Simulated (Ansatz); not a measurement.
The system is TiPd.

```xyz
2
Lattice="2.8147 0.0000 0.0000 0.0000 2.8147 0.0000 0.0000 0.0000 3.8658" Properties=species:S:1:pos:R:3 pbc="T T T"
Pd    1.4074    1.4074    1.9329
Ti    0.0000    0.0000    0.0000
```

The cell comes from a database or a generator and needn't be the stable form of this composition.

- Program: Ansatz 0.2.0
- Task: relaxation of cell and atoms
- Functional: RPBE
- Potentials or basis: Ansatz PAW
- Cutoff: 420 eV (not typed: the program's choice for these potentials)
- k mesh: 9 × 9 × 7
- Occupations: fermi-dirac, width 0.05 eV
- Spin: no spin polarisation

At the start: volume 15.31 Å³/atom.

Question: Where does the relaxation end?

Answer: It ends after 5 steps and the volume is 16.03 Å³/atom (+4.6 %); space group P4/mmm (No. 123, to 0.05 Å).

The path:
| step | energy change (eV) | largest force (eV/Å) | volume (Å³) |
| --- | --- | --- | --- |
| 1 | 0.0000 | 0.0000 | 30.63 |
| 2 | -0.0161 | 0.0000 | 33.08 |
| 3 | -0.0305 | 0.0000 | 32.14 |
| 4 | -0.0306 | 0.0000 | 32.05 |
| 5 | -0.0310 | 0.0000 | 32.05 |

Final structure:
```yaml
crystal:
  lattice:
    - [2.87116, 0.00000, 0.00000]
    - [0.00000, 2.87116, 0.00000]
    - [0.00000, 0.00000, 3.88790]
  atoms:
    - { symbol: Pd, position: [0.50000, 0.50000, 0.50000] }
    - { symbol: Ti, position: [0.00000, 0.00000, 0.00000] }
```

Caveat: the plane-wave basis is chosen anew once the cell has moved, so the energies of steps on either side of that aren't comparable; the PAW data sets come from PBE, with cores solved anew for the run's functional, which leaves a small shift of forces and pressure.
